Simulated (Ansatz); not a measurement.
**SiC (Moissanite): a point defect seen from the nuclei (Ta on a C site)**

How do the nuclei near a point defect see it? The defect is Ta on a C site in SiC (Moissanite) (cell charge +1), first unrelaxed. The cell is a supercell built from a COD entry. Planned: a single point, then a relaxation.

Program: Ansatz 0.2.0. Level of theory: DFT, PBE, plane-wave PAW, default files, scalar-relativistic. These are calculated values, not measurements.

1 further run of the same task is left out (it didn't finish).

### 1 Starting point

The structure is trigonal, space group P3m1 (No. 156). Conventional cell: a = 6.152 Å, b = 6.152 Å, c = 10.096 Å, α = 90.00°, β = 90.00°, γ = 120.00°. Around Si (site symmetry 3m) lie 3 C at 1.87 Å and 1 Ta at 1.94 Å. Si (site symmetry 3m) has 4 C at 1.87 to 1.94 Å as nearest neighbours. Around Si (site symmetry m) lie 4 C at 1.87 to 1.94 Å. Si (site symmetry m) has 3 C at 1.87 to 1.94 Å and 1 Ta at 1.87 Å as nearest neighbours. Only part of the 16 independent sites is listed.

As a file:

```cif
data_structure
_symmetry_space_group_name_H-M 'P 1'
_symmetry_Int_Tables_number 1
_cell_length_a 6.1520
_cell_length_b 6.1520
_cell_length_c 10.0960
_cell_angle_alpha 90.000
_cell_angle_beta 90.000
_cell_angle_gamma 120.000
_cell_volume 330.91
loop_
_atom_site_label
_atom_site_type_symbol
_atom_site_fract_x
_atom_site_fract_y
_atom_site_fract_z
_atom_site_occupancy
Si1 Si 0.16667 0.33333 0.00000 1
Si2 Si 0.16667 0.33333 0.50000 1
Si3 Si 0.16667 0.83333 0.00000 1
Si4 Si 0.16667 0.83333 0.50000 1
Si5 Si 0.66667 0.33333 0.00000 1
Si6 Si 0.66667 0.33333 0.50000 1
Si7 Si 0.66667 0.83333 0.00000 1
Si8 Si 0.66667 0.83333 0.50000 1
Si9 Si 0.33333 0.16667 0.25000 1
Si10 Si 0.33333 0.16667 0.75000 1
Si11 Si 0.33333 0.66667 0.25000 1
Si12 Si 0.33333 0.66667 0.75000 1
Si13 Si 0.83333 0.16667 0.25000 1
Si14 Si 0.83333 0.16667 0.75000 1
Si15 Si 0.83333 0.66667 0.25000 1
Si16 Si 0.83333 0.66667 0.75000 1
Ta1 Ta 0.16667 0.33333 0.19250 1
C1 C 0.16667 0.33333 0.69250 1
C2 C 0.16667 0.83333 0.19250 1
C3 C 0.16667 0.83333 0.69250 1
C4 C 0.66667 0.33333 0.19250 1
C5 C 0.66667 0.33333 0.69250 1
C6 C 0.66667 0.83333 0.19250 1
C7 C 0.66667 0.83333 0.69250 1
C8 C 0.33333 0.16667 0.44250 1
C9 C 0.33333 0.16667 0.94250 1
C10 C 0.33333 0.66667 0.44250 1
C11 C 0.33333 0.66667 0.94250 1
C12 C 0.83333 0.16667 0.44250 1
C13 C 0.83333 0.16667 0.94250 1
C14 C 0.83333 0.66667 0.44250 1
C15 C 0.83333 0.66667 0.94250 1
```

Atom 17 of the input is the impurity.

### 2 First run, atoms as given

Contents of input.yaml:

```yaml
crystal:
  lattice:
    - [6.152, 0.0, 0.0]
    - [-3.076, 5.327788284, 0.0]
    - [0.0, 0.0, 10.096]
  atoms:
    - { symbol: Si, position: [0.1666666666, 0.3333333334, 0.0] }
    - { symbol: Si, position: [0.1666666666, 0.3333333334, 0.5] }
    - { symbol: Si, position: [0.1666666666, 0.8333333334, 0.0] }
    - { symbol: Si, position: [0.1666666666, 0.8333333334, 0.5] }
    - { symbol: Si, position: [0.6666666666, 0.3333333334, 0.0] }
    - { symbol: Si, position: [0.6666666666, 0.3333333334, 0.5] }
    - { symbol: Si, position: [0.6666666666, 0.8333333334, 0.0] }
    - { symbol: Si, position: [0.6666666666, 0.8333333334, 0.5] }
    - { symbol: Si, position: [0.3333333334, 0.1666666666, 0.25] }
    - { symbol: Si, position: [0.3333333334, 0.1666666666, 0.75] }
    - { symbol: Si, position: [0.3333333334, 0.6666666666, 0.25] }
    - { symbol: Si, position: [0.3333333334, 0.6666666666, 0.75] }
    - { symbol: Si, position: [0.8333333334, 0.1666666666, 0.25] }
    - { symbol: Si, position: [0.8333333334, 0.1666666666, 0.75] }
    - { symbol: Si, position: [0.8333333334, 0.6666666666, 0.25] }
    - { symbol: Si, position: [0.8333333334, 0.6666666666, 0.75] }
    - { symbol: Ta, position: [0.1666666666, 0.3333333334, 0.1925] }
    - { symbol: C, position: [0.1666666666, 0.3333333334, 0.6925] }
    - { symbol: C, position: [0.1666666666, 0.8333333334, 0.1925] }
    - { symbol: C, position: [0.1666666666, 0.8333333334, 0.6925] }
    - { symbol: C, position: [0.6666666666, 0.3333333334, 0.1925] }
    - { symbol: C, position: [0.6666666666, 0.3333333334, 0.6925] }
    - { symbol: C, position: [0.6666666666, 0.8333333334, 0.1925] }
    - { symbol: C, position: [0.6666666666, 0.8333333334, 0.6925] }
    - { symbol: C, position: [0.3333333334, 0.1666666666, 0.4425] }
    - { symbol: C, position: [0.3333333334, 0.1666666666, 0.9425] }
    - { symbol: C, position: [0.3333333334, 0.6666666666, 0.4425] }
    - { symbol: C, position: [0.3333333334, 0.6666666666, 0.9425] }
    - { symbol: C, position: [0.8333333334, 0.1666666666, 0.4425] }
    - { symbol: C, position: [0.8333333334, 0.1666666666, 0.9425] }
    - { symbol: C, position: [0.8333333334, 0.6666666666, 0.4425] }
    - { symbol: C, position: [0.8333333334, 0.6666666666, 0.9425] }
total_charge: 1
kpoints:
  mp_grid: { grid: [4, 4, 2] }
scf:
  occupations: { method: fermi_dirac, width: 0.01 }
hamiltonian:
  xc: pbe
  pseudopotentials: { kind: paw }
output:
  forces: true
  stress: true
  populations: true
  efg: { quadrupole_moments_barn: { Ta: 3.17 }, contact_densities: true }
```

The run is started by

```sh
> ansatz run input.yaml --threads 1 --pin off --max-ram 3072MiB --backend cpu --events-out ev --progress --plain --runs-dir out
```

Log:

```text
Warning: RAYON_NUM_THREADS=1 ignored (pool sized by the plan → 1); use --threads N
Ta: output.efg is read without spin–orbit coupling, which moves field gradients at and beside such atoms by some per cent and up to a factor of two; PAW files take it under magnetization.noncollinear and magnetization.spin_orbit
Engine: ansatz 0.2.0, aarch64-unknown-linux-gnu
Pseudopotentials: kind: paw
Pseudopotential: Si, paw, valence charge 4, recommended cutoff 420 eV (normal), Si.paw.azcp
Pseudopotential: Ta, paw, valence charge 13, recommended cutoff 420 eV (normal), Ta.paw.azcp
Pseudopotential: C, paw, valence charge 4, recommended cutoff 420 eV (normal), C.paw.azcp
Functional definition: PBE
  parameter kappa = 0.804
  parameter beta = 0.06672455060314922
  exchange = pbe_x(kappa = kappa, mu = beta*pi^2/3)
  correlation = pbe_c(beta = beta)
Crystal: 32 atoms, lattice volume = 330.912 Å³
Basis set: ecut = 420 eV, 6459 PW (Γ), exchange–correlation on 90×90×144 points (8 copies of the dense FFT grid, shifted against one another)
Bands: 100, of which v1, the nominal top of the filled ones, is band 68 counted from 1 (67 counted from 0)
Symmetry: 6 space group operations
Space group: P3m1 (ITA 156), of the structure as read, at distance tolerance 6.9e-5 Å
k-points: 8 of 32 (time reversal used)
Non-local potential: Si, projectors of the file, l = 0: 2, l = 1: 2, l = 2: 2
Non-local potential: Ta, projectors of the file, l = 0: 3, l = 1: 2, l = 2: 2, l = 3: 1
Non-local potential: C, projectors of the file, l = 0: 2, l = 1: 2, l = 2: 1
PAW form: soft (Blöchl's): semilocal exchange-correlation on the pseudo side does not see the compensation charge
PAW one-centre angular grid: Si, 110 points (default); XC on 64 Gauss nodes
PAW one-centre angular grid: Ta, 590 points (default); XC on 64 Gauss nodes
PAW one-centre angular grid: C, 110 points (default); XC on 64 Gauss nodes
Initial density: superposition of atomic densities (neutral atoms scaled as one to the charged cell's electrons: chi_scale 0, normalization atom), corrected by the library's trained network
Initial wavefunctions: pseudopotential atomic-orbital guess
Functional: x = pbe(κ = 0.804, μ = 0.2195149727645171), c = pbe(β = 0.06672455060314922)
SCF iter   1: F=—  HF=-23861.672746 eV  |F-HF|=—  |Δ(HF+E_count)|=         —  Δρ=1.09e-2  dr2=3.01e-1  ethr=1.77e-3  ⟨swp⟩=6.0  Hψ=3637  notcnv=0  defer=78
preconditioner: auto → Resta (q_TF=auto, 2.352 Å⁻¹)  ε∞=5.2  [insulator: Δε(μ)=0.047 eV  Ē_g=11.283 eV  σ=0.010 eV  W_gap=0.52  n_scr=66 (ndim 8)  ℏωp=23.1 eV  f_vac=0.000  D(μ)=12.00/eV (n_scr^D=98)  ε∞_Penn≈5.2]
SCF iter   2: F=—  HF=-23861.628134 eV  |F-HF|=—  |Δ(HF+E_count)|=   4.46e-2  Δρ=5.87e-3  dr2=8.48e-2  ethr=2.21e-4  ⟨swp⟩=2.0  Hψ=980  notcnv=0  defer=197
preconditioner: auto → Kerker (q_TF=auto, 2.352 Å⁻¹)  [metal: Δε(μ)=0.008 eV  Ē_g=11.282 eV  σ=0.010 eV  W_gap=0.20  n_scr=66 (ndim 8)  ℏωp=23.1 eV  f_vac=0.000  D(μ)=11.85/eV (n_scr^D=98)]
SCF iter   3: F=—  HF=-23861.616490 eV  |F-HF|=—  |Δ(HF+E_count)|=   1.16e-2  Δρ=7.91e-4  dr2=3.01e-3  ethr=6.24e-5  ⟨swp⟩=3.1  Hψ=1172  notcnv=0  defer=205
SCF iter   4: F=—  HF=-23861.616412 eV  |F-HF|=—  |Δ(HF+E_count)|=   7.82e-5  Δρ=1.84e-4  dr2=2.83e-4  ethr=2.22e-6  ⟨swp⟩=2.0  Hψ=1156  notcnv=0  defer=205
SCF iter   5: F=—  HF=-23861.616414 eV  |F-HF|=—  |Δ(HF+E_count)|=   1.56e-6  Δρ=5.94e-5  dr2=6.83e-5  ethr=2.08e-7  ⟨swp⟩=2.0  Hψ=1091  notcnv=0  defer=205
SCF iter   6: F=—  HF=-23861.616529 eV  |F-HF|=—  |Δ(HF+E_count)|=   1.15e-4  Δρ=2.08e-5  dr2=1.14e-5  ethr=5.02e-8  ⟨swp⟩=2.4  Hψ=1087  notcnv=0  defer=205
SCF iter   7: F=—  HF=-23861.616527 eV  |F-HF|=—  |Δ(HF+E_count)|=   1.51e-6  Δρ=8.29e-6  dr2=1.61e-6  ethr=8.41e-9  ⟨swp⟩=2.2  Hψ=818  notcnv=0  defer=205
SCF iter   8: F=—  HF=-23861.616527 eV  |F-HF|=—  |Δ(HF+E_count)|=   1.59e-7  Δρ=3.23e-6  dr2=2.04e-7  ethr=1.19e-9  ⟨swp⟩=1.9  Hψ=793  notcnv=0  defer=205
SCF iter   9: F=-23861.616527 eV  HF=-23861.616527 eV  |F-HF|=9.48e-9  |Δ(HF+E_count)|=   2.12e-8  Δρ=1.13e-6  dr2=1.43e-8  ethr=7.35e-11  ⟨swp⟩=12.8  Hψ=4322  notcnv=0
SCF 1 converged in 9 iterations: F = -23861.616527 eV  dr2 = 1.43e-8
SCF converged after 9 iterations
Free energy (F): -23861.616527 eV
Harris-Foulkes:  -23861.616527 eV  (|F-HF|=9.48e-9)
Internal energy: -23861.612894 eV  (E = F + TS)
E sigma→0 (E₀):  -23861.614711 eV
Entropy (-TS):   -0.003633 eV (-0.114 meV/atom)
Fermi energy:    10.550252 eV
--- Per-component energies (eV) ---
  E_band       = 340.621884
  E_kinetic    = 2474.583719
  E_local      = -2828.068733  (includes V_loc(G=0)·N_el)
  E_nonlocal   = 848.136861
  E_hartree    = 1002.345581
  E_xc         = -1860.713981
  E_vxc        = -1896.849620  (∫ρ·V_xc dr)
  E_paw        = -18098.393181  (= ΣΔE_a)
  E_vpaw       = -261.872899  (= ΣTr[D̂ρ^β])
  E_aug_tail   = 0.000375  (compensation charges beyond the density's cutoff)
  E_ewald      = -5399.503536
  E_smearing   = -0.003633  (= −TS)
  E_closure    = -0.000000  (closes the sum)
  E_deformation_potential = 19.200619  (in the stress; not in F)
  Σ components = -23861.616527   (vs F -23861.616527, Δ=0.00e0)
--- Forces (eV/Å), atoms counted from 1 ---
  atom   1  Si     0.00000000    -0.00000000   -14.34398728
  atom   2  Si     0.00000000    -0.00000000     1.19084762
  atom   3  Si    -0.11435522    -0.06602302     0.48588231
  atom   4  Si    -0.27712530    -0.15999837     0.62646099
  atom   5  Si    -0.00000000     0.13204603     0.48588231
  atom   6  Si     0.00000000     0.31999674     0.62646099
  atom   7  Si     0.11435522    -0.06602302     0.48588231
  atom   8  Si     0.27712530    -0.15999837     0.62646099
  atom   9  Si    15.18720219    -8.76833527     6.78994223
  atom  10  Si    -0.15069649     0.08700466     0.43314263
  atom  11  Si    -0.00000000    17.53667055     6.78994223
  atom  12  Si     0.00000000    -0.17400932     0.43314263
  atom  13  Si   -15.18720219    -8.76833527     6.78994223
  atom  14  Si     0.15069649     0.08700466     0.43314263
  atom  15  Si     0.00000000     0.00000000     1.16876145
  atom  16  Si    -0.00000000     0.00000000     0.70550379
  atom  17  Ta    -0.00000000    -0.00000000    -2.96211979
  atom  18  C     -0.00000000    -0.00000000    -0.80867513
  atom  19  C     -0.53656068    -0.30978345    -1.21066905
  atom  20  C      0.03997636     0.02308036    -0.62604815
  atom  21  C      0.00000000     0.61956691    -1.21066905
  atom  22  C      0.00000000    -0.04616073    -0.62604815
  atom  23  C      0.53656068    -0.30978345    -1.21066905
  atom  24  C     -0.03997636     0.02308036    -0.62604815
  atom  25  C      0.07317470    -0.04224743    -0.37003222
  atom  26  C      0.58989839    -0.34057799    -0.63699437
  atom  27  C      0.00000000     0.08449486    -0.37003222
  atom  28  C      0.00000000     0.68115598    -0.63699437
  atom  29  C     -0.07317470    -0.04224743    -0.37003222
  atom  30  C     -0.58989839    -0.34057799    -0.63699437
  atom  31  C     -0.00000000     0.00000000    -0.82642044
  atom  32  C      0.00000000     0.00000000    -0.59894675
  max |Σ_I F_I| component: 1.66e-5 eV/Å
--- Stress (GPa, compression-positive) ---
       33.174533      -0.000000       0.000000
       -0.000000      33.174533      -0.000000
        0.000000      -0.000000      23.762823
  P = ⅓ Tr σ = 30.0373 GPa (300.373 kbar)
--- PAW observables at the nuclei: V_zz in 10²¹ V/m², potentials from the cell's mean, atoms counted from 1 ---
  atom   1  Si V_zz =    -4.837617   η = 0.0000   by run symmetry: allowed
            electrostatic potential = -1364.986104 V   contact ρ = 12811.220431 e/Å³
  atom   2  Si V_zz =    +1.271243   η = 0.0000   by run symmetry: allowed
            electrostatic potential = -1363.230413 V   contact ρ = 12807.015389 e/Å³
  atom   3  Si V_zz =    +2.050239   η = 0.1297   by run symmetry: allowed
            electrostatic potential = -1363.313172 V   contact ρ = 12807.137632 e/Å³
  atom   4  Si V_zz =    +1.543418   η = 0.5167   by run symmetry: allowed
            electrostatic potential = -1363.239752 V   contact ρ = 12807.072484 e/Å³
  atom   5  Si V_zz =    +2.050239   η = 0.1297   by run symmetry: allowed
            electrostatic potential = -1363.313172 V   contact ρ = 12807.137632 e/Å³
  atom   6  Si V_zz =    +1.543418   η = 0.5167   by run symmetry: allowed
            electrostatic potential = -1363.239752 V   contact ρ = 12807.072484 e/Å³
  atom   7  Si V_zz =    +2.050239   η = 0.1297   by run symmetry: allowed
            electrostatic potential = -1363.313172 V   contact ρ = 12807.137632 e/Å³
  atom   8  Si V_zz =    +1.543418   η = 0.5167   by run symmetry: allowed
            electrostatic potential = -1363.239752 V   contact ρ = 12807.072484 e/Å³
  atom   9  Si V_zz =    +1.340202   η = 0.1417   by run symmetry: allowed
            electrostatic potential = -1364.372927 V   contact ρ = 12813.410747 e/Å³
  atom  10  Si V_zz =    +2.350500   η = 0.0809   by run symmetry: allowed
            electrostatic potential = -1363.337026 V   contact ρ = 12807.152415 e/Å³
  atom  11  Si V_zz =    +1.340202   η = 0.1417   by run symmetry: allowed
            electrostatic potential = -1364.372927 V   contact ρ = 12813.410748 e/Å³
  atom  12  Si V_zz =    +2.350500   η = 0.0809   by run symmetry: allowed
            electrostatic potential = -1363.337026 V   contact ρ = 12807.152415 e/Å³
  atom  13  Si V_zz =    +1.340202   η = 0.1417   by run symmetry: allowed
            electrostatic potential = -1364.372927 V   contact ρ = 12813.410747 e/Å³
  atom  14  Si V_zz =    +2.350500   η = 0.0809   by run symmetry: allowed
            electrostatic potential = -1363.337026 V   contact ρ = 12807.152415 e/Å³
  atom  15  Si V_zz =    +1.061598   η = 0.0000   by run symmetry: allowed
            electrostatic potential = -1363.193165 V   contact ρ = 12807.318340 e/Å³
  atom  16  Si V_zz =    +1.624400   η = 0.0000   by run symmetry: allowed
            electrostatic potential = -1363.394113 V   contact ρ = 12806.963031 e/Å³
  atom  17  Ta V_zz =    -9.368428   η = 0.0000   by run symmetry: allowed   C_q = -718.0924 MHz
            electrostatic potential = -14492.879377 V   contact ρ = 8154843.867918 e/Å³
  atom  18  C  V_zz =    +0.249484   η = 0.0000   by run symmetry: allowed
            electrostatic potential = -419.961123 V   contact ρ = 866.889382 e/Å³
  atom  19  C  V_zz =    +2.128705   η = 0.1645   by run symmetry: allowed
            electrostatic potential = -419.419768 V   contact ρ = 868.031176 e/Å³
  atom  20  C  V_zz =    +0.612512   η = 0.3735   by run symmetry: allowed
            electrostatic potential = -419.830198 V   contact ρ = 867.030979 e/Å³
  atom  21  C  V_zz =    +2.128705   η = 0.1645   by run symmetry: allowed
            electrostatic potential = -419.419768 V   contact ρ = 868.031176 e/Å³
  atom  22  C  V_zz =    +0.612512   η = 0.3735   by run symmetry: allowed
            electrostatic potential = -419.830198 V   contact ρ = 867.030979 e/Å³
  atom  23  C  V_zz =    +2.128705   η = 0.1645   by run symmetry: allowed
            electrostatic potential = -419.419768 V   contact ρ = 868.031176 e/Å³
  atom  24  C  V_zz =    +0.612512   η = 0.3735   by run symmetry: allowed
            electrostatic potential = -419.830198 V   contact ρ = 867.030979 e/Å³
  atom  25  C  V_zz =    +1.481532   η = 0.1386   by run symmetry: allowed
            electrostatic potential = -419.550857 V   contact ρ = 867.406279 e/Å³
  atom  26  C  V_zz =    +1.270400   η = 0.1638   by run symmetry: allowed
            electrostatic potential = -419.671747 V   contact ρ = 867.387585 e/Å³
  atom  27  C  V_zz =    +1.481532   η = 0.1386   by run symmetry: allowed
            electrostatic potential = -419.550857 V   contact ρ = 867.406279 e/Å³
  atom  28  C  V_zz =    +1.270400   η = 0.1638   by run symmetry: allowed
            electrostatic potential = -419.671747 V   contact ρ = 867.387585 e/Å³
  atom  29  C  V_zz =    +1.481532   η = 0.1386   by run symmetry: allowed
            electrostatic potential = -419.550857 V   contact ρ = 867.406279 e/Å³
  atom  30  C  V_zz =    +1.270400   η = 0.1638   by run symmetry: allowed
            electrostatic potential = -419.671747 V   contact ρ = 867.387585 e/Å³
  atom  31  C  V_zz =    +0.290748   η = 0.0000   by run symmetry: allowed
            electrostatic potential = -419.849231 V   contact ρ = 866.912567 e/Å³
  atom  32  C  V_zz =    +0.288811   η = 0.0000   by run symmetry: allowed
            electrostatic potential = -419.889999 V   contact ρ = 866.905924 e/Å³
--- Band table (eV; the first three rows and the last of 8) ---
  k-point 0: bands = ["-54.7571", "-22.4734", "-22.4734", "-22.1822", "-5.0445", "-3.9117", "-3.8049", "-1.9031", "-1.9031", "-1.7871", "-1.4049", "-1.0666", "-1.0666", "-1.0435", "-1.0435", "-0.8430", "-0.4265", "-0.3580", "-0.3580", "1.8447", "2.0531", "2.1288", "2.1288", "2.2130", "2.3801", "2.4320", "2.4320", "2.8823", "2.8823", "3.6883", "4.2478", "4.2478", "4.9763", "4.9763", "5.3907", "5.5634", "6.3889", "6.7860", "6.7860", "6.8833", "7.1091", "7.2632", "7.2632", "7.7076", "7.7442", "7.8040", "7.8040", "7.8589", "7.9504", "7.9504", "8.1710", "8.1710", "8.3009", "8.3581", "8.3581", "8.7400", "8.7400", "9.0112", "9.0549", "9.0549", "9.3924", "9.3924", "9.5410", "9.5410", "9.9082", "10.1487", "10.2100", "10.2100", "10.5484", "10.5484", "13.1916", "13.5517", "13.5517", "13.5790", "13.8804", "13.8804", "13.9125", "14.3797", "14.3797", "14.4695", "15.1879", "15.1879", "15.4980", "15.6211", "16.0257", "16.0257", "16.1594", "16.2084", "16.3196", "16.3196", "16.5226", "16.7887", "16.7887", "17.3940", "17.3940", "17.4631", "17.6090", "17.6090", "17.7277", "17.7307"]
[... 3 lines left out ...]
--- Löwdin populations: 32 sites ---
  site symbol       q [e]
     0     Si      3.0101
     1     Si      2.8982
     2     Si      2.8965
     3     Si      2.8975
     4     Si      2.8965
     5     Si      2.8975
     6     Si      2.8965
     7     Si      2.8975
     8     Si      2.9784
     9     Si      2.8945
    10     Si      2.9784
    11     Si      2.8945
    12     Si      2.9784
    13     Si      2.8945
    14     Si      2.8868
    15     Si      2.8978
    16     Ta     13.8183
    17      C      4.9822
    18      C      4.9105
    19      C      4.9675
    20      C      4.9105
    21      C      4.9675
    22      C      4.9105
    23      C      4.9675
    24      C      4.9243
    25      C      4.9370
    26      C      4.9243
    27      C      4.9370
    28      C      4.9243
    29      C      4.9370
    30      C      4.9785
    31      C      4.9797
  spilling = 0.009778 (of n_electrons = 136.000000)
```

It took 33 s on 1 thread of Arm Neoverse V2, shared host; peak memory 0.67 GiB.

State: no gap over 0.1 eV on the mesh, largest force 18.805 eV/Å, pressure 30.0 GPa.

The printed gradients, by site: 11 of 16, those nearest the defect, the farthest of each element and the two largest gradients.

| site | atoms | distance from the defect (Å) | V_zz (10²¹ V/m²) | η | C_Q (MHz) |
| --- | --- | --- | --- | --- | --- |
| Ta | 17 | 0.00 | -9.37 | 0.00 | -718 (¹⁸¹Ta) |
| Si9 | 9, 11, 13 | 1.87 | 1.34 | 0.14 | – |
| Si1 | 1 | 1.94 | -4.84 | 0.00 | – |
| C19 | 19, 21, 23 | 3.08 | 2.13 | 0.16 | – |
| C25 | 25, 27, 29 | 3.09 | 1.48 | 0.14 | – |
| C26 | 26, 28, 30 | 3.09 | 1.27 | 0.16 | – |
| Si2 | 2 | 3.10 | 1.27 | 0.00 | – |
| Si15 | 15 | 3.60 | 1.06 | 0.00 | – |
| Si3 | 3, 5, 7 | 3.64 | 2.05 | 0.13 | – |
| Si16 | 16 | 5.71 | 1.62 | 0.00 | – |
| C20 | 20, 22, 24 | 5.91 | 0.61 | 0.37 | – |

C_Q = eQV_zz/h, which is 24.18 MHz for Q = 1 b and V_zz = 10²¹ V/m²; η = (V_xx − V_yy)/V_zz. Quadrupole moments are those of Pyykkö's year-2017 table. A dash under C_Q marks elements without a common quadrupolar isotope.

Direction of the V_zz axis (Cartesian unit vector):

| site | atom | x | y | z |
| --- | --- | --- | --- | --- |
| Si1 | 1 | 0.00 | 0.00 | 1.00 |
| Si2 | 2 | 0.00 | 0.00 | 1.00 |
| Si3 | 3 | -0.04 | -0.02 | 1.00 |
| Si4 | 4 | -0.10 | -0.06 | 0.99 |
| Si9 | 9 | -0.31 | 0.18 | 0.93 |
| Si10 | 10 | -0.08 | 0.05 | 1.00 |
| Si15 | 15 | 0.00 | 0.00 | 1.00 |
| Si16 | 16 | 0.00 | 0.00 | 1.00 |
| Ta | 17 | 0.00 | 0.00 | 1.00 |
| C18 | 18 | 0.00 | 0.00 | 1.00 |

[end of part 1 of 2]
